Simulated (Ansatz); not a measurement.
# Cd started on a Mg site in perovskite KMgF3, 40 atoms, charge +1

Wanted: geometry, frontier levels and spin of the defect cell, compared across PBEsol, HSE06 and r²SCAN.

Program: Ansatz 0.2.0, PAW, plane waves. These are calculated values, not measurements.

## Step 1: Starting point

40 atoms (8 K, 1 Cd, 7 Mg, 24 F); a = 7.983 Å, b = 7.983 Å, c = 7.983 Å, α = 90.00°, β = 90.00°, γ = 90.00°. All atoms were shaken off their sites by about 0.02 Å along each axis. Defect site 1: (0.250, 0.250, 0.250). Starting moments add up to 1 μB.

Plan of the steps: (2) PBEsol relaxation at the single k point (¼, ¼, ¼), on 7 threads of Arm Neoverse-V2; (3) HSE06 single point at the single k point (¼, ¼, ¼), on 7 threads of Arm Neoverse-V2; (4) r²SCAN single point at the single k point (¼, ¼, ¼), on 7 threads of Arm Neoverse-V2.

## Step 2: Relaxing the atoms with PBEsol

The input, in.yaml:

```yaml
crystal:
  lattice:
    - [7.982544, 0.000000, 0.000000]
    - [0.000000, 7.982544, 0.000000]
    - [0.000000, 0.000000, 7.982544]
  atoms:
    - { symbol: K, position: [0.994164, 0.000618, 0.998338] }
    - { symbol: K, position: [0.001065, 0.999692, 0.502160] }
    - { symbol: K, position: [0.000727, 0.498134, 0.994172] }
    - { symbol: K, position: [0.000902, 0.499918, 0.501561] }
    - { symbol: K, position: [0.495980, 0.999847, 0.997940] }
    - { symbol: K, position: [0.501652, 0.998529, 0.496939] }
    - { symbol: K, position: [0.500006, 0.502378, 0.994826] }
    - { symbol: K, position: [0.499664, 0.499259, 0.500463] }
    - { symbol: Cd, position: [0.250113, 0.248233, 0.247825], spin: 0.143 }
    - { symbol: Mg, position: [0.249123, 0.246205, 0.751206] }
    - { symbol: Mg, position: [0.252321, 0.747278, 0.251646] }
    - { symbol: Mg, position: [0.249510, 0.747914, 0.750231] }
    - { symbol: Mg, position: [0.750813, 0.245344, 0.247471] }
    - { symbol: Mg, position: [0.751133, 0.252661, 0.749810] }
    - { symbol: Mg, position: [0.749536, 0.747727, 0.247544] }
    - { symbol: Mg, position: [0.749895, 0.747298, 0.752356] }
    - { symbol: F, position: [0.248268, 0.253203, 0.993289], spin: 0.143 }
    - { symbol: F, position: [0.249668, 0.251332, 0.499608], spin: 0.143 }
    - { symbol: F, position: [0.246325, 0.753334, 0.999104] }
    - { symbol: F, position: [0.252283, 0.753114, 0.500759] }
    - { symbol: F, position: [0.748622, 0.251027, 0.001611] }
    - { symbol: F, position: [0.752880, 0.248735, 0.499872] }
    - { symbol: F, position: [0.748741, 0.750527, 0.000620] }
    - { symbol: F, position: [0.750776, 0.745725, 0.502076] }
    - { symbol: F, position: [0.996096, 0.248581, 0.252048], spin: 0.143 }
    - { symbol: F, position: [0.998276, 0.252810, 0.752651] }
    - { symbol: F, position: [0.002254, 0.749409, 0.247701] }
    - { symbol: F, position: [0.996159, 0.747592, 0.750354] }
    - { symbol: F, position: [0.501656, 0.245089, 0.252295], spin: 0.143 }
    - { symbol: F, position: [0.500113, 0.251853, 0.749138] }
    - { symbol: F, position: [0.502650, 0.748817, 0.249505] }
    - { symbol: F, position: [0.503754, 0.759182, 0.753949] }
    - { symbol: F, position: [0.250213, 0.000563, 0.250121], spin: 0.143 }
    - { symbol: F, position: [0.253841, 0.000389, 0.749340] }
    - { symbol: F, position: [0.250874, 0.499821, 0.249587], spin: 0.143 }
    - { symbol: F, position: [0.247230, 0.501305, 0.745762] }
    - { symbol: F, position: [0.754015, 0.999242, 0.250334] }
    - { symbol: F, position: [0.749141, 0.002143, 0.751489] }
    - { symbol: F, position: [0.755232, 0.501362, 0.252304] }
    - { symbol: F, position: [0.744604, 0.500762, 0.753926] }
  symmetry: { detect: false }
kpoints:
  mp_grid: { grid: [1, 1, 1], shift: [0.25, 0.25, 0.25] }
hamiltonian:
  xc: pbesol
total_charge: 1
magnetization:
  spin_polarized: true
scf:
  occupations: { method: fermi_dirac, width: 0.01 }
relax:
  f_tol: 0.03
  max_steps: 80
  escape_saddle: false
  adjacent_minimum: "off"
output:
  forces: true
  eigenvalues: true
  populations: true
  charged_corrections: { epsilon: 7 }
```

Command:

```sh
ansatz run in.yaml --threads 7 --pin off --max-ram 13300MiB --runs-dir r --events-out ev --progress --plain
```

The runs that follow: Single point with HSE06; Single point with r²SCAN.

**Question.** What will these runs give? Wanted: for each run, top filled to lowest empty; moment.

**Answer**, as computed:

```
             level                     time  top filled to lowest empty (eV)  moment (μB)
PBEsol, relaxation  1.7 min (7 CPU threads)                             none         0.99
             HSE06  5.4 min (7 CPU threads)                             0.62         1.00
            r²SCAN     50 s (7 CPU threads)                             none         1.00
```

| quantity | value |
| --- | --- |
| relaxation | 11 recorded steps, 0.55 eV gained |
| largest shift | 0.33 Å (F18) |
| largest local moment | +0.15 μB on Cd |

**Reading.** Relaxation gains 0.55 eV, with shifts up to 0.33 Å (F18). Exact exchange costs time: HSE06 ran about 6.5 times as long as r²SCAN on the same kind of device. PBEsol and r²SCAN leave levels partly filled (a spacing under the smearing width does that too), while HSE06 opens a spacing of 0.62 eV.
